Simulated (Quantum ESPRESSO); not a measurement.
# BiBTe4 (C222) in Quantum ESPRESSO: reference runs

Aim: a first look at BiBTe4 with PBE, on the cell as given.

All numbers are computed with Quantum ESPRESSO 7.5; they aren't measurements. Logs are shortened: lines on timing, memory, paths and dates and some standing lists are left out, and cuts for length are marked.

### Step 1. The structure

It takes space group C222 (No. 21, orthorhombic). Conventional cell: a = 5.579 Å, b = 10.017 Å, c = 6.063 Å, α = 90.00°, β = 90.00°, γ = 90.00°. Around B (site symmetry 222) lie 4 Te at 2.12 Å. Bi (site symmetry 222) has 4 Te at 3.05 Å as nearest neighbours. Around Te (site symmetry 1) lie 1 B at 2.12 Å.

The cell was built by a generator and needn't be a form met in nature.

### Step 2. Single point, PBE

Contents of pw.in:

```
&CONTROL
  calculation = 'scf'
  prefix = 'pwscf'
  outdir = './tmp'
  pseudo_dir = './pseudo'
  tprnfor = .true.
  tstress = .true.
  disk_io = 'nowf'
/
&SYSTEM
  ibrav = 0
  nat = 6
  ntyp = 3
  ecutwfc = 55
  ecutrho = 440
  nbnd = 30
  occupations = 'smearing'
  smearing = 'fd'
  degauss = 0.00367493
/
&ELECTRONS
  conv_thr = 1.2d-09
  electron_maxstep = 120
  mixing_beta = 0.5
/
ATOMIC_SPECIES
B     10.8100 b_pbe_v1.4.uspp.F.UPF
Bi   208.9804 Bi_pbe_v1.uspp.F.UPF
Te   127.6000 Te_pbe_v1.uspp.F.UPF
CELL_PARAMETERS angstrom
   2.7893657500   -5.0086574500    0.0000000000
   2.7893657500    5.0086574500    0.0000000000
   0.0000000000    0.0000000000    6.0631973800
ATOMIC_POSITIONS crystal
B      0.0000000000    0.0000000000    0.0000000000
Bi     0.5000000000    0.5000000000    0.5000000000
Te     0.7354094800    0.0256121700    0.7697216800
Te     0.2645905200    0.9743878300    0.7697216800
Te     0.0256121700    0.7354094800    0.2302783200
Te     0.9743878300    0.2645905200    0.2302783200
K_POINTS automatic
6 6 5 0 0 0
```

Potentials or basis: SSSP 1.3 efficiency PBE.

Started as:

```console
> OMP_NUM_THREADS=1 pw.x -in pw.in > pw.out
```

pw.out:

```text
This program is part of the open-source Quantum ESPRESSO suite
     for quantum simulation of materials; please cite
[... 9 lines left out ...]
     --------------------
     sticks:   dense  smooth     PW     G-vecs:    dense   smooth      PW
     Sum        3505    1745    509               178149    63011   10057

     Using Slab Decomposition

     bravais-lattice index     =            0
     lattice parameter (alat)  =      10.8338  a.u.
     unit-cell volume          =    1143.2866 (a.u.)^3
     number of atoms/cell      =            6
     number of atomic types    =            3
     number of electrons       =        42.00
     number of Kohn-Sham states=           30
     kinetic-energy cutoff     =      55.0000  Ry
     charge density cutoff     =     440.0000  Ry
     scf convergence threshold =      1.2E-09
     mixing beta               =       0.5000
     number of iterations used =            8  plain     mixing
     Exchange-correlation= SLA  PW   PBE  PBE
                           (   1   4   3   4   0   0   0)

     celldm(1)=  10.833787  celldm(2)=   0.000000  celldm(3)=   0.000000
     celldm(4)=   0.000000  celldm(5)=   0.000000  celldm(6)=   0.000000

     crystal axes: (cart. coord. in units of alat)
               a(1) = (   0.486546  -0.873655   0.000000 )
               a(2) = (   0.486546   0.873655   0.000000 )
               a(3) = (   0.000000   0.000000   1.057597 )

     reciprocal axes: (cart. coord. in units 2 pi/alat)
               b(1) = (  1.027652 -0.572308  0.000000 )
               b(2) = (  1.027652  0.572308 -0.000000 )
               b(3) = ( -0.000000  0.000000  0.945540 )

     PseudoPot. # 1 for B  read from file:
     b_pbe_v1.4.uspp.F.UPF
     Pseudo is Ultrasoft + core correction, Zval =  3.0
     Generated by new atomic code, or converted to UPF format
     Using radial grid of  781 points,  4 beta functions with:
                l(1) =   0
                l(2) =   0
                l(3) =   1
                l(4) =   1
     Q(r) pseudized with  8 coefficients,  rinner =    1.100   1.100   1.100

     PseudoPot. # 2 for Bi read from file:
     Bi_pbe_v1.uspp.F.UPF
     Pseudo is Ultrasoft + core correction, Zval = 15.0
     Generated by new atomic code, or converted to UPF format
     Using radial grid of  899 points,  6 beta functions with:
                l(1) =   0
                l(2) =   0
                l(3) =   1
                l(4) =   1
                l(5) =   2
                l(6) =   2
     Q(r) pseudized with  6 coefficients,  rinner =    1.000   1.000   1.000
                                                       1.000   1.000

     PseudoPot. # 3 for Te read from file:
     Te_pbe_v1.uspp.F.UPF
     Pseudo is Ultrasoft + core correction, Zval =  6.0
     Generated by new atomic code, or converted to UPF format
     Using radial grid of  891 points,  5 beta functions with:
                l(1) =   0
                l(2) =   0
                l(3) =   1
                l(4) =   1
                l(5) =   2
     Q(r) pseudized with  6 coefficients,  rinner =    1.800   1.800   1.800
                                                       1.800   1.800

     atomic species   valence    mass     pseudopotential
     B                 3.00    10.81000     B ( 1.00)
     Bi               15.00   208.98040     Bi( 1.00)
     Te                6.00   127.60000     Te( 1.00)

      4 Sym. Ops. (no inversion) found

   Cartesian axes

     site n.     atom                  positions (alat units)
         1        B      tau(   1) = (   0.0000000   0.0000000   0.0000000  )
         2        Bi     tau(   2) = (   0.4865461   0.0000000   0.5287986  )
         3        Te     tau(   3) = (   0.3702722  -0.6201179   0.8140555  )
         4        Te     tau(   4) = (   0.6028201   0.6201179   0.8140555  )
         5        Te     tau(   5) = (   0.3702722   0.6201179   0.2435417  )
         6        Te     tau(   6) = (   0.6028201  -0.6201179   0.2435417  )

     number of k points=    39  Fermi-Dirac smearing, width (Ry)=  0.0037
                       cart. coord. in units 2pi/alat
        k(    1) = (   0.0000000   0.0000000   0.0000000), wk =   0.0111111
        k(    2) = (   0.0000000   0.0000000   0.1891079), wk =   0.0222222
        k(    3) = (   0.0000000   0.0000000   0.3782158), wk =   0.0222222
        k(    4) = (   0.1712753   0.0953847   0.0000000), wk =   0.0444444
        k(    5) = (   0.1712753   0.0953847   0.1891079), wk =   0.0888889
        k(    6) = (   0.1712753   0.0953847   0.3782158), wk =   0.0888889
[... 31 lines left out ...]
        k(   38) = (  -1.0276517   0.0000000   0.1891079), wk =   0.0222222
        k(   39) = (  -1.0276517   0.0000000   0.3782158), wk =   0.0222222

     Dense  grid:   178149 G-vectors     FFT dimensions: (  75,  75,  80)

     Smooth grid:    63011 G-vectors     FFT dimensions: (  54,  54,  60)

     Initial potential from superposition of free atoms

     starting charge      40.9988, renormalised to      42.0000

     negative rho (up, down):  4.196E-02 0.000E+00
     Starting wfcs are   29 randomized atomic wfcs +    1 random wfcs

     Self-consistent Calculation

     iteration #  1     ecut=    55.00 Ry     beta= 0.50
     Davidson diagonalization with overlap
     ethr =  1.00E-02,  avg # of iterations =  6.4

     Threshold (ethr) on eigenvalues was too large:
     Diagonalizing with lowered threshold

     Davidson diagonalization with overlap
     ethr =  6.42E-04,  avg # of iterations =  2.0

     negative rho (up, down):  4.128E-02 0.000E+00

     total energy              =    -297.18925615 Ry
     estimated scf accuracy    <       0.27470987 Ry

     iteration #  2     ecut=    55.00 Ry     beta= 0.50
     Davidson diagonalization with overlap
     ethr =  6.54E-04,  avg # of iterations =  3.5

     negative rho (up, down):  4.165E-02 0.000E+00

     total energy              =    -297.23928136 Ry
     estimated scf accuracy    <       0.09828519 Ry

     iteration #  3     ecut=    55.00 Ry     beta= 0.50
     Davidson diagonalization with overlap
     ethr =  2.34E-04,  avg # of iterations =  3.4

     negative rho (up, down):  4.170E-02 0.000E+00

     total energy              =    -297.25920899 Ry
     estimated scf accuracy    <       0.01654256 Ry

     iteration #  4     ecut=    55.00 Ry     beta= 0.50
     Davidson diagonalization with overlap
     ethr =  3.94E-05,  avg # of iterations =  5.4
[... 37 lines left out ...]
     negative rho (up, down):  4.196E-02 0.000E+00

     total energy              =    -297.26279801 Ry
     estimated scf accuracy    <       0.00000014 Ry

     iteration #  9     ecut=    55.00 Ry     beta= 0.50
     Davidson diagonalization with overlap
     ethr =  3.38E-10,  avg # of iterations =  3.3

     negative rho (up, down):  4.196E-02 0.000E+00

     total energy              =    -297.26279807 Ry
     estimated scf accuracy    <          9.8E-09 Ry

     iteration # 10     ecut=    55.00 Ry     beta= 0.50
     Davidson diagonalization with overlap
     ethr =  2.33E-11,  avg # of iterations =  3.9

     negative rho (up, down):  4.196E-02 0.000E+00

     End of self-consistent calculation

          k = 0.0000 0.0000 0.0000 (  7901 PWs)   bands (ev):

   -15.3298 -15.3232 -15.3215 -15.2978 -15.2915  -7.3817  -5.3808  -3.5829
    -3.2283  -1.6688  -1.1997   0.7949   2.5157   2.9590   3.5736   4.0945
     5.6041   5.6606   6.0681   6.3435   7.8719   7.8967   8.4484   9.2598
     9.8405  10.9141  12.0668  12.1238  12.4005  12.8340

          k = 0.0000 0.0000 0.1891 (  7879 PWs)   bands (ev):

   -15.3298 -15.3232 -15.3215 -15.2978 -15.2914  -7.2803  -5.6675  -3.5219
    -2.9676  -1.7719  -1.2170   0.7324   2.7192   2.7333   3.4799   4.7010
     4.8945   5.4011   5.9702   6.9711   7.5785   8.0345   9.1899   9.3559
    10.1269  11.2200  11.7011  11.8944  12.0791  12.9154

          k = 0.0000 0.0000 0.3782 (  7849 PWs)   bands (ev):

   -15.3298 -15.3232 -15.3215 -15.2978 -15.2913  -7.0366  -6.1450  -3.4060
    -2.5922  -1.9571  -1.2628   0.6426   2.5911   3.2147   3.2685   4.0887
     5.2035   5.5011   5.9199   7.0017   7.5711   8.2835   9.5996  10.3785
    10.4117  10.9578  11.0233  12.0291  12.7355  13.2849

          k = 0.1713 0.0954 0.0000 (  7889 PWs)   bands (ev):

   -15.3300 -15.3232 -15.3213 -15.2979 -15.2914  -7.2730  -5.4123  -3.7690
    -3.4149  -1.8332  -0.8349   1.0555   2.3868   2.8732   3.7110   3.9751
     5.3222   5.5254   6.1103   6.6339   8.1357   8.1932   8.9336   9.4350
     9.7550  11.1715  11.3858  12.0701  12.6477  12.9035

          k = 0.1713 0.0954 0.1891 (  7884 PWs)   bands (ev):
[... 202 lines left out ...]
          k =-0.0000-0.3815 0.0000 (  7894 PWs)   bands (ev):

   -15.3301 -15.3223 -15.3218 -15.2984 -15.2911  -6.8232  -5.2358  -5.0556
    -3.2221  -2.9539   0.4451   2.3438   2.8607   3.1996   3.9387   4.6405
     4.7169   4.8485   5.7716   6.7559   7.5737   7.7784   8.2603   9.1413
    10.2060  11.0199  11.5751  11.7396  13.2136  13.5086

          k =-0.0000-0.3815 0.1891 (  7891 PWs)   bands (ev):

   -15.3302 -15.3223 -15.3218 -15.2985 -15.2910  -6.7294  -5.2536  -5.1636
    -3.6124  -2.5511   0.5149   2.3622   2.9607   3.2035   3.9823   4.0504
     4.3854   5.3434   6.4098   6.6039   7.6857   8.0423   8.3734   8.6752
    10.3830  10.5079  11.3219  12.0616  12.8779  13.4328

          k =-0.0000-0.3815 0.3782 (  7862 PWs)   bands (ev):

   -15.3302 -15.3223 -15.3217 -15.2985 -15.2910  -6.5127  -5.6230  -5.0146
    -3.9675  -2.2231   0.6404   2.5061   2.9425   3.1449   3.4654   4.0074
     4.5005   5.9893   6.0898   7.1961   7.6441   8.1604   8.4956   8.9101
     9.5964  10.0191  11.1993  12.3307  12.8466  13.1418

          k =-1.0277 0.0000 0.0000 (  7890 PWs)   bands (ev):

   -15.3302 -15.3220 -15.3219 -15.2987 -15.2910  -6.1577  -6.1275  -4.8903
    -3.3188  -3.2242   0.9812   1.8759   3.3774   3.9558   4.3463   4.6625
     4.7373   5.1286   5.7332   5.8194   6.3970   7.8034   7.9524   9.8407
    10.3430  11.2094  11.5811  12.3184  12.5284  12.9591

          k =-1.0277 0.0000 0.1891 (  7896 PWs)   bands (ev):

   -15.3303 -15.3220 -15.3218 -15.2987 -15.2909  -6.0590  -6.0581  -4.9919
    -4.0194  -2.6243   1.0439   2.1408   3.2181   3.7756   4.0993   4.2871
     5.1732   5.3882   5.4707   6.3202   6.5369   7.9555   8.0888   9.3597
    10.0456  10.8961  11.9491  12.0602  12.6879  13.0107

          k =-1.0277 0.0000 0.3782 (  7914 PWs)   bands (ev):

   -15.3303 -15.3220 -15.3218 -15.2988 -15.2909  -5.9118  -5.8326  -5.1914
    -4.6128  -2.2582   1.1899   2.6695   2.8512   3.4611   3.8162   4.5293
     4.6240   5.6660   6.1209   6.5991   6.7315   7.6396   8.7924   9.0290
     9.6738  10.4501  10.9691  12.4062  13.1332  13.2658

     the Fermi energy is     8.0420 ev

!    total energy              =    -297.26279807 Ry
     estimated scf accuracy    <          1.2E-09 Ry
     smearing contrib. (-TS)   =      -0.00195823 Ry
     internal energy E=F+TS    =    -297.26083985 Ry

     The total energy is F=E-TS. E is the sum of the following terms:
     one-electron contribution =     -66.66181022 Ry
     hartree contribution      =      55.00248900 Ry
     xc contribution           =    -125.83844581 Ry
     ewald contribution        =    -159.76307282 Ry

     convergence has been achieved in  10 iterations

     negative rho (up, down):  4.196E-02 0.000E+00

     Forces acting on atoms (cartesian axes, Ry/au):

     atom    1 type  1   force =     0.00000000    0.00000000    0.00000000
     atom    2 type  2   force =     0.00000000    0.00000000    0.00000000
     atom    3 type  3   force =     0.05873376   -0.07675950   -0.04795314
     atom    4 type  3   force =    -0.05873376    0.07675950   -0.04795314
     atom    5 type  3   force =     0.05873376    0.07675950    0.04795314
     atom    6 type  3   force =    -0.05873376   -0.07675950    0.04795314

     Total force =     0.215789     Total SCF correction =     0.000034

     Computing stress (Cartesian axis) and pressure

     negative rho (up, down):  4.196E-02 0.000E+00
          total   stress  (Ry/bohr**3)                   (kbar)     P=      186.40
   0.00096150  -0.00000000   0.00000000          141.44       -0.00        0.00
   0.00000000   0.00180627   0.00000000            0.00      265.71        0.00
   0.00000000   0.00000000   0.00103360            0.00        0.00      152.05

=------------------------------------------------------------------------------=
   JOB DONE.
=------------------------------------------------------------------------------=
```

Run time: 100 s. Hardware: 1 thread of AMD EPYC 9R45 (Zen 5), shared host; peak memory 0.78 GiB.

Results:

```yaml
Free_energy: -4044.4664 eV
Pressure: 18.6 GPa
Largest_force: 2.774 eV/Å
Band_gap_on_the_k_mesh: none (metal or under the smearing width)
```

Forces in eV/Å, atoms in the order of the input:
```
B    0.000  0.000  0.000
Bi   0.000  0.000  0.000
Te   1.510 -1.974 -1.233
Te  -1.510  1.974 -1.233
Te   1.510  1.974  1.233
Te  -1.510 -1.974  1.233
```

Caveat: so large a pressure means that the cell lies far from this level's equilibrium, or that cutoff or potentials fall short; spin-orbit coupling is left out, which moves the levels of the heavy elements; forces of over 1 eV/Å show positions far from the minimum, so gaps and moduli don't describe the material at rest.
